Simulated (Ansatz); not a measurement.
# CH₅FGeSSi: basis-set convergence

An exercise on one series of results from a longer session: the logs are not shown, and one member is left open.

Program: Ansatz 0.2.0, Gaussian basis. Level of theory: one geometry, several basis sets. These are calculated values, not measurements.

Levels to be run: PBE0-D4/def2-SVP; ωB97M-V/def2-SVP; PBE0-D4/def2-QZVPP; ωB97M-V/def2-QZVPP; the functionals' def2-TZVPP values are taken from earlier runs.

### The relaxed structure

All runs share one geometry, relaxed beforehand with PBE0-D4 in a triple-zeta def2 set.

10 atoms, charge 0, spin multiplicity 1.

Atoms are counted from 1 here; the program's logs count them from 0.

Bond lengths: F1–Si2 1.602 Å, Si2–C3 1.873 Å, Si2–Ge5 2.352 Å, Si2–H6 1.482 Å, C3–S4 1.840 Å, C3–H7 1.091 Å, C3–H8 1.090 Å, S4–Ge5 2.266 Å, Ge5–H9 1.535 Å, Ge5–H10 1.539 Å. Angles: F1–Si2–C3 116.6°, F1–Si2–Ge5 123.8°, F1–Si2–H6 107.7°, C3–Si2–Ge5 86.7°, C3–Si2–H6 110.3°, Ge5–Si2–H6 110.2°, Si2–C3–S4 95.6°, Si2–C3–H7 115.6°, Si2–C3–H8 115.3°, S4–C3–H7 109.4°, S4–C3–H8 110.8°, H7–C3–H8 109.4°, C3–S4–Ge5 90.1°, Si2–Ge5–S4 73.1°, Si2–Ge5–H9 123.3°, Si2–Ge5–H10 120.8°, S4–Ge5–H9 111.9°, S4–Ge5–H10 111.4° and more.

Set-up of the first run:

in.yaml reads:

```yaml
crystal:
  periodic: [false, false, false]
  atoms:
    - {symbol: F, position_ang: [-2.490891, -0.170893, -0.139072]}
    - {symbol: Si, position_ang: [-1.004236, 0.032128, 0.422613]}
    - {symbol: C, position_ang: [0.186475, -1.392507, 0.179456]}
    - {symbol: S, position_ang: [1.713496, -0.372973, 0.299345]}
    - {symbol: Ge, position_ang: [0.615300, 1.384336, -0.616546]}
    - {symbol: H, position_ang: [-1.109795, 0.374705, 1.861004]}
    - {symbol: H, position_ang: [0.189204, -2.143665, 0.970484]}
    - {symbol: H, position_ang: [0.127273, -1.888495, -0.789734]}
    - {symbol: H, position_ang: [1.093740, 2.722765, -0.035990]}
    - {symbol: H, position_ang: [0.762634, 1.403301, -2.148761]}
basis:
  gaussian: {orbitals: def2-SVP}
hamiltonian: {xc: pbe0, dispersion: d4}
output: {orbitals: {seedname: orbitals}}
```

Launch:

```bash
$ ansatz run in.yaml --threads 4 --pin off --events-out ev --progress --plain --max-ram 10444MiB
```

Among the steps run: PBE0-D4 in def2-SVP; ωB97M-V in def2-SVP; PBE0-D4 in def2-QZVPP; ωB97M-V in def2-QZVPP.

One table of the session follows, with a row left open; its other results are not shown here.

It belongs to the step «Density functionals: the series». 

| functional | basis | HOMO (eV) |
| --- | --- | --- |
| PBE0-D4 | def2-SVP | -6.90 |
| PBE0-D4 | def2-TZVPP | ? |
| PBE0-D4 | def2-QZVPP | -6.98 |
| ωB97M-V | def2-SVP | -8.98 |
| ωB97M-V | def2-TZVPP | -9.09 |
| ωB97M-V | def2-QZVPP | -9.11 |

Estimate the missing values for PBE0-D4, def2-TZVPP.

The run gave: HOMO (eV): -6.97. In the column «HOMO (eV)» it lies between PBE0-D4, def2-QZVPP (-6.98) and PBE0-D4, def2-SVP (-6.90).
